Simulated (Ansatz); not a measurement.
# H2OSeSi: an energy map over angle H4–Si2–Se3 and angle H5–Se3–Si2

Aim: map the energy of H₂OSeSi, SMILES O=[SiH][SeH] over two coordinates, and find its wells, ridges and stiffness.

Method: RKS B3LYP-D4/def2-TZVP; program: Ansatz 0.2.0.

## (1) The starting structure

SMILES `O=[SiH][SeH]`, 5 atoms, charge 0, spin multiplicity 1.

Atoms are counted from 1 here; the program's logs count them from 0.

Bond lengths: O1–Si2 1.553 Å, Si2–Se3 2.263 Å, Si2–H4 1.504 Å, Se3–H5 1.487 Å. Angles: O1–Si2–Se3 126.7°, O1–Si2–H4 126.1°, Se3–Si2–H4 107.2°, Si2–Se3–H5 91.0°.

Geometry (Å):

```xyz
5

O    -0.8620   -0.7558    1.4504
Si   -0.5595   -0.3965   -0.0296
Se    1.1395    0.8905   -0.7890
H    -1.3482   -0.8434   -1.2296
H     1.6301    1.1052    0.5977
```

This geometry comes from a loose relaxation at PBE in a small basis, which is not shown.

## (2) Geometry optimisation

Input file input.yaml:

```yaml
crystal:
  periodic: [false, false, false]
  atoms:
    - { symbol: O, position_ang: [-0.861957, -0.75579, 1.450409] }
    - { symbol: Si, position_ang: [-0.559494, -0.396548, -0.029556] }
    - { symbol: Se, position_ang: [1.139487, 0.890525, -0.789005] }
    - { symbol: H, position_ang: [-1.348155, -0.843422, -1.229577] }
    - { symbol: H, position_ang: [1.630119, 1.105226, 0.597739] }
basis:
  gaussian: { orbitals: def2-TZVP }
hamiltonian:
  xc: { name: B3LYP }
  dispersion: d4
output:
  forces: true
relax:
  f_tol: 0.003
  max_steps: 120
```

The run is started by

```sh
$ ansatz run input.yaml --threads 1 --pin off --max-ram 2560MiB --backend cpu --events-out ev --progress --plain --runs-dir out
```

What it wrote, shortened:

```text
Warning: RAYON_NUM_THREADS=1 ignored (pool sized by the plan → 1); use --threads N
[...]
Functional definition: B3LYP
[...]
909 factors; their error is unknown
[...]
mean field -75310.34403822 eV, -2767.6040962199 hartree, gradient 4.4e-5 eV, S^2 0.000000; 0 other end points of the search recorded, 0 dependent functions left out
[...]
reference -75310.34426291 eV, -2767.6041044772 hartree; 29, 29 occupied and 99, 99 virtual orbitals, 909 factors
relax step   1: F+E_penalty+E_count = -75310.53156116 eV  Δ(F+E_penalty+E_count) = +0.000e0 eV  max|allowed force component| = 1.660e0 eV/Å  Δτ_max = 0.0000 Å  (29 SCF iters, accepted)
[...]
relax step   5: F+E_penalty+E_count = -75310.57209569 eV  Δ(F+E_penalty+E_count) = -1.926e-5 eV  max|allowed force component| = 4.654e-3 eV/Å  Δτ_max = 0.0013 Å  (32 SCF iters, accepted)
[...]
relax step   6: F+E_penalty+E_count = -75310.57209765 eV  Δ(F+E_penalty+E_count) = -1.962e-6 eV  max|allowed force component| = 2.036e-3 eV/Å  Δτ_max = 0.0004 Å  (34 SCF iters, accepted)
909 factors; their error is unknown
[...]
mean field -75310.38324225 eV, -2767.6055369415 hartree, gradient 1.5e-5 eV, S^2 0.000000; 1 other end points of the search recorded, 0 dependent functions left out
[...]
reference -75310.38346580 eV, -2767.6055451569 hartree; 29, 29 occupied and 99, 99 virtual orbitals, 909 factors
Total energy: -75310.57232120 eV, -2767.6124854647 hartree
Atom 0 at    -0.856922    -0.749221     1.417556 Å, force     0.001068     0.000811    -0.001116 eV/Å
Atom 1 at    -0.559216    -0.396315    -0.029735 Å, force    -0.002036    -0.001540     0.001365 eV/Å
Atom 2 at     1.129353     0.881586    -0.775849 Å, force    -0.000706    -0.000676     0.000751 eV/Å
Atom 3 at    -1.339179    -0.839171    -1.204923 Å, force     0.001116     0.000885    -0.000572 eV/Å
Atom 4 at     1.625964     1.103113     0.592962 Å, force     0.000558     0.000520    -0.000430 eV/Å
Dipole moment:     0.245408     0.234425    -0.610853 e Å
```

It took 32 s on 1 thread of Arm Neoverse V1, shared host; peak memory 0.24 GiB.

Along the way:

```tsv
step	energy from step 1 (eV)	largest force component (eV/Å)
1	0.0000	1.6599
2	-0.0323	0.8351
3	-0.0390	0.1056
4	-0.0405	0.0147
5	-0.0405	0.0047
6	-0.0405	0.0020
```

Distances of close pairs at the start and the end, largest changes first:

```tsv
bond	before (Å)	after (Å)	change (Å)
O1–Si2	1.553	1.519	-0.034
Si2–H4	1.504	1.478	-0.026
Si2–Se3	2.263	2.245	-0.017
Se3–H5	1.487	1.473	-0.014
```

## (3) Plan of the scan

First coordinate, angle H4–Si2–Se3: 13 values from 82.6 to 132.6 °. Second coordinate, angle H5–Se3–Si2: 13 values from 66.7 to 116.7 °.

Nothing else is relaxed (all other coordinates rigid). Energies count from the relaxed molecule at the same level. Points are written as (first, second).

Below, 3 of the grid's runs; all are launched alike.

## (4) The run at (86.8°, 112.6°)

Input file input.yaml:

```yaml
crystal:
  periodic: [false, false, false]
  atoms:
    - { symbol: O, position_ang: [-0.856922, -0.749221, 1.417556] }
    - { symbol: Si, position_ang: [-0.559216, -0.396315, -0.029735] }
    - { symbol: Se, position_ang: [1.129353, 0.881586, -0.775849] }
    - { symbol: H, position_ang: [-0.961239, -0.546111, -1.444468] }
    - { symbol: H, position_ang: [1.982676, 1.384855, 0.314059] }
basis:
  gaussian: { orbitals: def2-TZVP }
hamiltonian:
  xc: { name: B3LYP }
  dispersion: d4
output:
  forces: true
```

The run is started by

```sh
$ ansatz run input.yaml --threads 1 --pin off --max-ram 2560MiB --backend cpu --events-out ev --progress --plain --runs-dir out
```

What it wrote, shortened:

```text
Warning: RAYON_NUM_THREADS=1 ignored (pool sized by the plan → 1); use --threads N
[...]
[... 1 set-up line as earlier in the session ...]
[...]
909 factors; their error is unknown
[...]
mean field -75309.96671683 eV, -2767.5902299146 hartree, gradient 1.2e-5 eV, S^2 0.000000; 0 other end points of the search recorded, 0 dependent functions left out
[...]
reference -75309.96693868 eV, -2767.5902380676 hartree; 29, 29 occupied and 99, 99 virtual orbitals, 909 factors
Total energy: -75310.15447566 eV, -2767.5971299242 hartree
Atom 0 at    -0.856922    -0.749221     1.417556 Å, force    -0.529743    -0.348647    -0.305230 eV/Å
Atom 1 at    -0.559216    -0.396315    -0.029735 Å, force     1.344128     0.940796     0.193903 eV/Å
Atom 2 at     1.129353     0.881586    -0.775849 Å, force     0.306923     0.254959    -0.370464 eV/Å
Atom 3 at    -0.961239    -0.546111    -1.444468 Å, force    -0.854169    -0.628499     0.193310 eV/Å
Atom 4 at     1.982676     1.384855     0.314059 Å, force    -0.267139    -0.218610     0.288482 eV/Å
Dipole moment:     0.157036     0.164880    -0.544355 e Å
```

It took 4.2 s on 1 thread of Arm Neoverse V1, shared host; peak memory 0.24 GiB.

That is 40.3 kJ/mol from the zero.

## (5) Grid point (107.6°, 91.7°)

input.yaml: that of step 4 with these lines changed.

```diff
@@ -6,4 +6,4 @@
     - { symbol: Se, position_ang: [1.129353, 0.881586, -0.775849] }
-    - { symbol: H, position_ang: [-0.961239, -0.546111, -1.444468] }
-    - { symbol: H, position_ang: [1.982676, 1.384855, 0.314059] }
+    - { symbol: H, position_ang: [-1.338455, -0.838587, -1.205623] }
+    - { symbol: H, position_ang: [1.625217, 1.102544, 0.593325] }
 basis:
```

The run is started by

```sh
$ ansatz run input.yaml --threads 1 --pin off --max-ram 2560MiB --backend cpu --events-out ev --progress --plain --runs-dir out
```

What it wrote, shortened:

```text
Warning: RAYON_NUM_THREADS=1 ignored (pool sized by the plan → 1); use --threads N
[...]
[... 1 set-up line as earlier in the session ...]
[...]
909 factors; their error is unknown
[...]
mean field -75310.38323035 eV, -2767.6055365041 hartree, gradient 3.8e-5 eV, S^2 0.000000; 0 other end points of the search recorded, 0 dependent functions left out
[...]
reference -75310.38345391 eV, -2767.6055447198 hartree; 29, 29 occupied and 99, 99 virtual orbitals, 909 factors
Total energy: -75310.57231961 eV, -2767.6124854064 hartree
Atom 0 at    -0.856922    -0.749221     1.417556 Å, force     0.000297     0.000340    -0.001924 eV/Å
Atom 1 at    -0.559216    -0.396315    -0.029735 Å, force    -0.000447    -0.000080    -0.002013 eV/Å
Atom 2 at     1.129353     0.881586    -0.775849 Å, force    -0.001011    -0.001164     0.003530 eV/Å
Atom 3 at    -1.338455    -0.838587    -1.205623 Å, force    -0.000991    -0.000797     0.001259 eV/Å
Atom 4 at     1.625217     1.102544     0.593325 Å, force     0.002154     0.001700    -0.000852 eV/Å
Dipole moment:     0.245199     0.234265    -0.610740 e Å
```

It took 4.2 s on 1 thread of Arm Neoverse V1, shared host; peak memory 0.24 GiB.

Energy on the map's scale: 0.0 kJ/mol.

## (6) Point (99.3°, 112.6°)

input.yaml: that of step 5 with these lines changed.

```diff
@@ -6,4 +6,4 @@
     - { symbol: Se, position_ang: [1.129353, 0.881586, -0.775849] }
-    - { symbol: H, position_ang: [-1.338455, -0.838587, -1.205623] }
-    - { symbol: H, position_ang: [1.625217, 1.102544, 0.593325] }
+    - { symbol: H, position_ang: [-1.197594, -0.726776, -1.321555] }
+    - { symbol: H, position_ang: [1.982676, 1.384855, 0.314059] }
 basis:
```

The run is started by

```sh
$ ansatz run input.yaml --threads 1 --pin off --max-ram 2560MiB --backend cpu --events-out ev --progress --plain --runs-dir out
```

What it wrote, shortened:

```text
Warning: RAYON_NUM_THREADS=1 ignored (pool sized by the plan → 1); use --threads N
[...]
[... 1 set-up line as earlier in the session ...]
[...]
909 factors; their error is unknown
[...]
mean field -75310.17936612 eV, -2767.5980446318 hartree, gradient 1.5e-5 eV, S^2 0.000000; 0 other end points of the search recorded, 0 dependent functions left out
[...]
reference -75310.17959040 eV, -2767.5980528740 hartree; 29, 29 occupied and 99, 99 virtual orbitals, 909 factors
Total energy: -75310.36615873 eV, -2767.6049091338 hartree
Atom 0 at    -0.856922    -0.749221     1.417556 Å, force    -0.294364    -0.191603    -0.191726 eV/Å
Atom 1 at    -0.559216    -0.396315    -0.029735 Å, force     0.696203     0.446428     0.521322 eV/Å
Atom 2 at     1.129353     0.881586    -0.775849 Å, force     0.180177     0.209728    -0.836337 eV/Å
Atom 3 at    -1.197594    -0.726776    -1.321555 Å, force    -0.180371    -0.140869     0.125299 eV/Å
Atom 4 at     1.982676     1.384855     0.314059 Å, force    -0.401644    -0.323683     0.381442 eV/Å
Dipole moment:     0.216190     0.210338    -0.577615 e Å
```

Wall time 4.2 s (1 thread of Arm Neoverse V1, shared host); peak memory 0.23 GiB.

On the map this point reads 19.9 kJ/mol.

## (7) The map

169 points were computed. Energies in kJ/mol, from the relaxed molecule at the same level:

| angle H5–Se3–Si2 (°) ↓, angle H4–Si2–Se3 (°) → | 82.6 | 86.8 | 91.0 | 95.1 | 99.3 | 103.5 | 107.6 | 111.8 | 116.0 | 120.1 | 124.3 | 128.5 | 132.6 |
| --- | --- | --- | --- | --- | --- | --- | --- | --- | --- | --- | --- | --- | --- |
| 116.7 | 57.6 | 45.6 | 36.6 | 30.6 | 27.0 | 26.1 | 27.7 | 31.7 | 38.2 | 46.8 | 57.9 | 71.4 | 86.6 |
| 112.6 | 53.1 | 40.3 | 30.6 | 24.0 | 19.9 | 18.5 | 19.6 | 23.2 | 29.3 | 37.6 | 48.4 | 61.6 | 76.7 |
| 108.4 | 50.0 | 36.4 | 25.9 | 18.6 | 14.0 | 12.0 | 12.6 | 15.8 | 21.5 | 29.4 | 40.0 | 52.9 | 67.7 |
| 104.2 | 48.4 | 33.9 | 22.7 | 14.8 | 9.5 | 7.0 | 7.1 | 9.9 | 15.1 | 22.7 | 32.9 | 45.6 | 60.2 |
| 100.1 | 48.3 | 33.0 | 21.1 | 12.5 | 6.6 | 3.6 | 3.2 | 5.5 | 10.4 | 17.6 | 27.5 | 39.8 | 54.2 |
| 95.9 | 49.8 | 33.7 | 21.0 | 11.8 | 5.3 | 1.6 | 0.8 | 2.6 | 7.1 | 13.9 | 23.4 | 35.5 | 49.6 |
| 91.7 | 52.9 | 36.0 | 22.6 | 12.6 | 5.5 | 1.3 | 0.0 | 1.3 | 5.4 | 11.8 | 21.0 | 32.7 | 46.5 |
| 87.6 | 57.4 | 39.7 | 25.6 | 15.1 | 7.4 | 2.7 | 0.8 | 1.7 | 5.3 | 11.4 | 20.2 | 31.6 | 45.2 |
| 83.4 | 63.7 | 45.2 | 30.4 | 19.2 | 10.9 | 5.7 | 3.4 | 3.8 | 7.0 | 12.7 | 21.2 | 32.2 | 45.5 |
| 79.2 | 71.4 | 52.3 | 36.8 | 25.0 | 16.2 | 10.4 | 7.7 | 7.7 | 10.4 | 15.8 | 23.9 | 34.6 | 47.6 |
| 75.1 | 80.4 | 60.7 | 44.6 | 32.3 | 23.0 | 16.8 | 13.6 | 13.2 | 15.5 | 20.5 | 28.3 | 38.7 | 51.4 |
| 70.9 | 91.1 | 70.8 | 54.3 | 41.5 | 31.7 | 25.0 | 21.4 | 20.6 | 22.6 | 27.2 | 34.7 | 44.7 | 57.1 |
| 66.7 | 103.1 | 82.4 | 65.5 | 52.3 | 42.1 | 35.1 | 31.1 | 29.9 | 31.6 | 35.9 | 43.0 | 52.8 | 64.9 |

The largest force on an atom (eV/Å) at each point:

```
angle H5–Se3–Si2 (°) ↓, angle H4–Si2–Se3 (°) →  82.6  86.8  91.0  95.1  99.3  103.5  107.6  111.8  116.0  120.1  124.3  128.5  132.6
                                         116.7  1.94  1.70  1.46  1.26  1.12   1.24   1.36   1.47   1.57   1.67   1.76   1.92   2.09
                                         112.6  1.90  1.65  1.40  1.17  0.98   1.00   1.12   1.23   1.33   1.43   1.61   1.81   1.98
                                         108.4  1.88  1.61  1.34  1.09  0.86   0.76   0.87   0.98   1.08   1.26   1.49   1.70   1.88
                                         104.2  1.85  1.58  1.29  1.02  0.76   0.57   0.63   0.74   0.89   1.13   1.38   1.60   1.79
                                         100.1  1.83  1.55  1.26  0.97  0.68   0.44   0.41   0.52   0.77   1.03   1.28   1.51   1.70
                                          95.9  1.82  1.54  1.24  0.94  0.63   0.33   0.19   0.39   0.67   0.94   1.20   1.43   1.63
                                          91.7  1.81  1.54  1.24  0.94  0.62   0.31   0.00   0.31   0.61   0.88   1.14   1.38   1.57
                                          87.6  1.88  1.54  1.26  0.97  0.67   0.38   0.18   0.33   0.60   0.86   1.12   1.34   1.54
                                          83.4  1.95  1.59  1.29  1.02  0.75   0.50   0.36   0.44   0.65   0.88   1.12   1.34   1.52
                                          79.2  2.02  1.66  1.35  1.10  0.85   0.65   0.55   0.59   0.74   0.94   1.15   1.35   1.52
                                          75.1  2.08  1.71  1.41  1.19  0.98   0.81   0.73   0.75   0.86   1.03   1.21   1.39   1.55
                                          70.9  2.13  1.76  1.48  1.29  1.11   0.97   0.91   0.92   1.01   1.14   1.30   1.46   1.60
                                          66.7  2.16  1.80  1.56  1.40  1.25   1.14   1.09   1.10   1.17   1.28   1.41   1.54   1.67
```

On the same grid, dipole moment (D):

```
angle H5–Se3–Si2 (°) ↓, angle H4–Si2–Se3 (°) →  82.6  86.8  91.0  95.1  99.3  103.5  107.6  111.8  116.0  120.1  124.3  128.5  132.6
                                         116.7  2.75  2.84  2.93  3.03  3.13   3.23   3.33   3.43   3.53   3.61   3.69   3.75   3.79
                                         112.6  2.75  2.83  2.93  3.03  3.13   3.23   3.33   3.43   3.53   3.62   3.69   3.76   3.80
                                         108.4  2.74  2.83  2.93  3.03  3.13   3.23   3.34   3.44   3.53   3.62   3.70   3.77   3.82
                                         104.2  2.74  2.83  2.93  3.03  3.13   3.24   3.34   3.44   3.54   3.63   3.71   3.78   3.83
                                         100.1  2.74  2.83  2.93  3.03  3.13   3.24   3.34   3.45   3.55   3.64   3.72   3.79   3.84
                                          95.9  2.75  2.84  2.93  3.03  3.14   3.25   3.35   3.45   3.55   3.64   3.73   3.80   3.85
                                          91.7  2.75  2.84  2.94  3.04  3.14   3.25   3.36   3.46   3.56   3.65   3.74   3.81   3.87
                                          87.6  2.76  2.85  2.95  3.05  3.15   3.26   3.36   3.47   3.57   3.66   3.75   3.82   3.88
                                          83.4  2.77  2.86  2.95  3.05  3.16   3.26   3.37   3.47   3.58   3.67   3.76   3.83   3.89
                                          79.2  2.78  2.87  2.96  3.06  3.16   3.27   3.38   3.48   3.58   3.68   3.77   3.84   3.90
                                          75.1  2.79  2.88  2.97  3.07  3.17   3.28   3.38   3.49   3.59   3.68   3.77   3.85   3.91
                                          70.9  2.81  2.89  2.98  3.07  3.17   3.28   3.38   3.49   3.59   3.69   3.78   3.85   3.92
                                          66.7  2.82  2.90  2.98  3.07  3.17   3.28   3.38   3.49   3.59   3.68   3.77   3.85   3.92
```

## (8) Outcome

| quantity | value |
| --- | --- |
| lowest point | (107.6°, 91.7°), 0.0 kJ/mol |
| highest computed point | (82.6°, 66.7°), 103.1 kJ/mol above the lowest |
| largest force on an atom (eV/Å) | 0.00 at (107.6°, 91.7°) to 2.16 at (82.6°, 66.7°); 0.00 at the lowest point |
| dipole moment (D) | 2.74 at (82.6°, 104.2°) to 3.92 at (132.6°, 70.9°); 3.36 at the lowest point |
| time for the whole task | 13 min on 1 thread, shared host |

In words: The lowest computed point is at (107.6°, 91.7°), 0.0 kJ/mol from the relaxed molecule at the same level. The grid shows no other well, apart from its symmetry copies. The highest computed point, (82.6°, 66.7°), lies 103.1 kJ/mol above the lowest. Round the minimum the valley is somewhat tilted: raising angle H4–Si2–Se3 shifts the best value of angle H5–Se3–Si2 downwards (coupling k₁₂/√(k₁₁k₂₂) about 0.2).
